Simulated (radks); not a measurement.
# Numerical settings for Bi

How sensitive is the result for neutral bismuth to mesh, mixing and thresholds? A default run comes first. The defaults are a mesh step of 0.008 in ln r, a mesh end at 40 bohr or more, Anderson mixing 0.5 over 9 steps and a tight residual threshold, with the energy settled to 1e-9 hartree as well; every run has a cap on iterations.

Method: scalar-relativistic Kohn-Sham, PBE, spin-polarised, spherical densities, finite nucleus; open shells are filled with parallel spins first. Code: radks (a radial shooting solver on a logarithmic mesh, Libxc functionals) version 1.

## Step 1: The system

```
element            : bismuth (Z = 83)
charge             : 0
electrons          : 83
configuration      : [Hg] 6p3
nuclear rms radius : 5.5211 fm
```

The outer shells:

Bi
```
[Hg] core
6p [↑ ][↑ ][↑ ]
```

## Step 2: Default settings

The run's settings:

```text
Z 83
configuration [Hg] 6p3
relativity scalar-relativistic
functional pbe,pbe
spin polarised
nucleus finite rms 5.5211 fm
c 137.035999084
max_iterations 95
```

Launch:

```console
$ python run_ks.py task.json out
```

The same process makes all the runs of this session.

## Step 3: Mesh step in ln r 0.003

Input: that of step 2 with these lines changed.

```diff
@@ -7,2 +7,3 @@
 c 137.035999084
+mesh_step 0.003
 max_iterations 95
```

## Step 4: Mesh step in ln r 0.12

Input: that of step 3 with these lines changed.

```diff
@@ -7,3 +7,3 @@
 c 137.035999084
-mesh_step 0.003
+mesh_step 0.12
 max_iterations 95
```

## Step 5: Mesh step in ln r 0.012

Input: that of step 4 with these lines changed.

```diff
@@ -7,3 +7,3 @@
 c 137.035999084
-mesh_step 0.12
+mesh_step 0.012
 max_iterations 95
```

## Step 6: Mesh end (bohr) 20

Input: that of step 5 with these lines changed.

```diff
@@ -7,3 +7,3 @@
 c 137.035999084
-mesh_step 0.012
+mesh_end 20
 max_iterations 95
```

## Step 7: Mesh end (bohr) 400

Input: that of step 6 with these lines changed.

```diff
@@ -7,3 +7,3 @@
 c 137.035999084
-mesh_end 20
+mesh_end 400
 max_iterations 95
```

## Step 8: Residual threshold 1e-05

Input: that of step 7 with these lines changed.

```diff
@@ -7,3 +7,3 @@
 c 137.035999084
-mesh_end 400
+threshold 1e-05
 max_iterations 95
```

## Step 9: Residual threshold 1e-16

Input: that of step 8 with these lines changed.

```diff
@@ -7,3 +7,3 @@
 c 137.035999084
-threshold 1e-05
+threshold 1e-16
 max_iterations 95
```

## Step 10: Mixing 1.5

Input: that of step 9 with these lines changed.

```diff
@@ -7,3 +7,3 @@
 c 137.035999084
-threshold 1e-16
+mixing 1.5
 max_iterations 95
```

## Step 11: Mixing history 1, mixing 0.2

Input: that of step 10 with these lines changed.

```diff
@@ -7,3 +7,4 @@
 c 137.035999084
-mixing 1.5
+history 1
+mixing 0.2
 max_iterations 95
```

## Step 12: Mixing history 1, mixing 0.05

Input: that of step 11 with these lines changed.

```diff
@@ -8,3 +8,3 @@
 history 1
-mixing 0.2
+mixing 0.05
 max_iterations 95
```

## Step 13: Mixing history 2

Input: that of step 12 with these lines changed.

```diff
@@ -7,4 +7,3 @@
 c 137.035999084
-history 1
-mixing 0.05
+history 2
 max_iterations 95
```

## Step 14: Iteration cap 5

Input: that of step 13 with these lines changed.

```diff
@@ -7,3 +7,2 @@
 c 137.035999084
-history 2
-max_iterations 95
+max_iterations 5
```

What does the calculation give? Wanted: for each run, setting; iterations; converged; change of E.

**Answer**, as computed:

```
                      setting  mesh points  iterations  converged  change of E (mhartree)    time
             Default settings         2440          15        yes                       0       -
      mesh step in ln r 0.003         6507          17        yes                       0  0.88 s
       mesh step in ln r 0.12          163           4         no                       -  0.02 s
      mesh step in ln r 0.012         1627          15        yes                       0  0.22 s
           mesh end (bohr) 20         2102          15        yes                       0  0.31 s
          mesh end (bohr) 400         2476          15        yes                       0  0.32 s
     residual threshold 1e-05         2440           9        yes              -0.0003087  0.23 s
     residual threshold 1e-16         2440          95         no                       -  0.84 s
                   mixing 1.5         2440          15        yes                       0  0.33 s
 mixing history 1, mixing 0.2         2440          88        yes                       0   1.4 s
mixing history 1, mixing 0.05         2440          95         no                       -   1.9 s
             mixing history 2         2440          18        yes                       0  0.36 s
              iteration cap 5         2440           5         no                       -  0.14 s
```

In words: A zero stands for a change under the printed digits. No run that converges misses the default energy by more than 1 mhartree. Not converged or rejected: mesh step in ln r 0.12; residual threshold 1e-16; mixing history 1, mixing 0.05; iteration cap 5.
